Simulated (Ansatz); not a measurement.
# GaLiH2 (triplet): the correlation ladder at a displaced geometry (v2), 6-31G

The task here is to estimate one member of a computed series from the others.

Computed with Ansatz 0.2.0, Gaussian basis. Level: 6-31G, core rule «outside noble gas», up to 15 orbitals frozen.

To be run: UHF; CCSD(T) on ROHF; CCSD(T) on UHF; BCCD(T) on ROHF; CISD as a restricted active space (open shells left free, so some higher excitations enter); CCSDT(Q) on ROHF; CCSDT(Q) on UHF; Full CI.

39 further runs of the same task are left out: 15 for a known fault of the program, 8 that didn't finish, 16 set aside as unsound or not needed. Runs told in other sessions of the task aren't counted.

## The system

The geometry is a PBE0/def2-TZVP stationary point (not a proven minimum) with its atoms shifted at random (size 0.100 Å). No spin-orbit coupling is included. The filled d shell of Ga may be among the frozen orbitals whatever the setting's name suggests.

4 atoms, charge 0, spin multiplicity 3.

Atoms are counted from 1 here; the program's logs count them from 0.

Bond lengths: Ga1–Li2 2.339 Å, Ga1–H3 1.653 Å, Ga1–H4 1.572 Å, Li2–H3 1.887 Å, Li2–H4 1.838 Å. Angles: Li2–Ga1–H3 53.1°, Li2–Ga1–H4 51.6°, H3–Ga1–H4 101.1°, Ga1–Li2–H3 44.5°, Ga1–Li2–H4 42.1°, H3–Li2–H4 83.9°, Ga1–H3–Li2 82.4°, Ga1–H4–Li2 86.3°.

Set-up of the first run:

Contents of in.yaml:

```yaml
crystal:
  periodic: [false, false, false]
  atoms:
    - {symbol: Ga, position_ang: [0.014809, 0.000586, 0.231201]}
    - {symbol: Li, position_ang: [-0.207030, 0.008958, -2.097246]}
    - {symbol: H, position_ang: [0.159077, -1.295787, -0.784462]}
    - {symbol: H, position_ang: [0.242185, 1.193588, -0.766249]}
basis:
  gaussian: {orbitals: 6-31G}
magnetization: {spin_polarized: true, initial_magnetization: 2}
hamiltonian: {xc: hf}
output: {orbitals: {seedname: orbitals}}
```

On the command line:

```bash
$ ansatz run in.yaml --threads 1 --pin off --events-out ev --progress --plain --max-ram 2393MiB
```

Steps of the session up to this table: UHF; CCSD(T) on ROHF; CCSD(T) on UHF; BCCD(T) on ROHF; CISD as a restricted active space (open shells left free, so some higher excitations enter); CCSDT(Q) on ROHF; CCSDT(Q) on UHF; Full CI.

One table of the session follows, with a row left open; its other results are not shown here.

It belongs to the step «Misses and costs». 

| method | from FCI (meV) |
| --- | --- |
| ROHF | +1437.7 |
| UHF | +1404.5 |
| RMP2 | +437.7 |
| UMP2 | +424.2 |
| RCCSD | +35.3 |
| UCCSD | +29.4 |
| RCCSD(T) | +10.6 |
| UCCSD(T) | +4.6 |
| BCCD(T) | ? |
| RCCSDT | -0.1 |
| UCCSDT | -6.2 |
| RCCSDT(Q) | -0.4 |
| UCCSDT(Q) | -6.6 |
| FCI | 0 |

Q: Estimate the row for BCCD(T) from the others.

As computed: from FCI (meV): +10.5. In the column «from FCI (meV)» it lies between UCCSD(T) (+4.6) and RCCSD(T) (+10.6).

Not comparable, so not listed: CISD as a restricted active space (open shells left free, so some higher excitations enter) (they don't share determinant, frozen orbitals or solution with the rows shown, or repeat one).

To keep in mind: UCCSDT, UCCSDT(Q) fall below full CI: unrestricted runs freeze a spin-polarised core, another one than full CI's, and coupled cluster isn't variational. Levels on UHF freeze UHF's core orbitals, full CI those of ROHF, so the U rows can settle a little off it for that reason alone. Restricted and unrestricted rows rest on different reference determinants; a gap between their highest levels can come from leftover correlation error, from unlike frozen cores or from another state.
